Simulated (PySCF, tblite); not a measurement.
**C2H7BN2O: geometry, infrared bands, NMR shifts and spin-spin couplings**

Wanted: the infrared bands, NMR shifts and spin-spin couplings of C2H7BN2O (`CN(BN)C=O`), by calculation.

The runs use tblite 0.8.0 and PySCF 2.14.0, with density-fitted response routines of our own; the level of theory stands in each step. All values are computed, except where a source is named. Atoms count from 0, in the outputs and in this text.

## (1) Starting geometry

13 atoms, charge 0, multiplicity 1; geometry from: force field or distance geometry start.

Bonds of the start (Å): C0–N1 1.46, N1–B2 1.55, B2–N3 1.49, N1–C4 1.42, C4–O5 1.26, C0–H6 1.09, C0–H7 1.12, C0–H8 1.12, B2–H9 1.20, N3–H10 1.06, N3–H11 1.03, C4–H12 1.09.

## (2) Relaxing the molecule with GFN2-xTB

What the job is given:

```
{"job": {"kind": "relax", "xc": "GFN2-xTB", "basis": "xTB"}, "charge": 0, "multiplicity": 1}
C     -1.162100    -0.964900     0.069700
N     -0.436200     0.296800     0.090900
B      1.111300     0.320700    -0.021200
N      1.958400    -0.893900    -0.194000
C     -1.135900     1.522100     0.256600
O     -2.393300     1.451600     0.345500
H     -0.653700    -1.790100     0.562200
H     -1.221200    -1.227900    -1.020500
H     -2.205500    -0.818900     0.438600
H      1.542400     1.336000    -0.487700
H      2.593200    -0.965600     0.654200
H      2.592900    -0.730600    -0.994500
H     -0.594600     2.465200     0.282500
```

Command:

```sh
OMP_NUM_THREADS=1 python probes_run.py task.json out
```

This one command runs all jobs of the session in turn.

**Question.** This job is followed by: GFN2-xTB harmonic vibrations, gas phase; GIAO PBE0/pcSseg-1 NMR shielding, non-relativistic, gas phase; B3LYP/pcJ-1 indirect spin-spin coupling, non-relativistic, gas phase. What will the session give for the following? strongest single infrared mode (GFN2-xTB); zero-point energy (GFN2-xTB); ¹³C shifts against TMS (PBE0/pcSseg-1); ¹H shifts against TMS (PBE0/pcSseg-1, means over atoms taken as alike); ¹⁵N shifts against NH3 (PBE0/pcSseg-1); ¹¹B shifts against BF3·OEt2 (PBE0/pcSseg-1); ¹⁷O shifts against H2O (PBE0/pcSseg-1); surface potential, 1st and 99th percentile; largest coupling of the table (B3LYP/pcJ-1).

As calculated:

| quantity | value |
| --- | --- |
| strongest single infrared mode (GFN2-xTB) | 1748 cm⁻¹, 643 km/mol |
| zero-point energy (GFN2-xTB) | 64.0 kcal/mol |
| ¹³C shifts against TMS (PBE0/pcSseg-1) | 171.0, 24.9 ppm |
| ¹H shifts against TMS (PBE0/pcSseg-1, means over atoms taken as alike) | 8.47, 4.48, 3.43, 3.08 ppm |
| ¹⁵N shifts against NH3 (PBE0/pcSseg-1) | 164.7, 85.8 ppm |
| ¹¹B shifts against BF3·OEt2 (PBE0/pcSseg-1) | 26.6 ppm |
| ¹⁷O shifts against H2O (PBE0/pcSseg-1) | 458.8 ppm |
| surface potential, 1st and 99th percentile | -1.97 V and 1.99 V |
| largest coupling of the table (B3LYP/pcJ-1) | ¹J(C,H) C4–H12, 198.7 Hz |

In words: Relaxing lowered the energy by 1.681 eV in 91 steps; the close pair that moved most is N1–B2, from 1.552 to 1.440 Å. All 33 modes are real, so the xTB geometry is a minimum. The strongest single mode, at 1748 cm⁻¹, moves mainly C4 and O5. GFN2-xTB is a fitted tight-binding method: band positions and strengths are rough. Its intensities can rank the bands wrongly. At PBE0/pcSseg-1: The widest tensor belongs to O5: span 825 ppm, with a paramagnetic part of -522 ppm. In the run at B3LYP/pcJ-1, the largest coupling of the table is C4–H12, 198.7 Hz, of which the Fermi-contact term gives 198.2 Hz. Couplings across rotatable bonds belong to this one conformer; where others are populated, the observed values are averages.
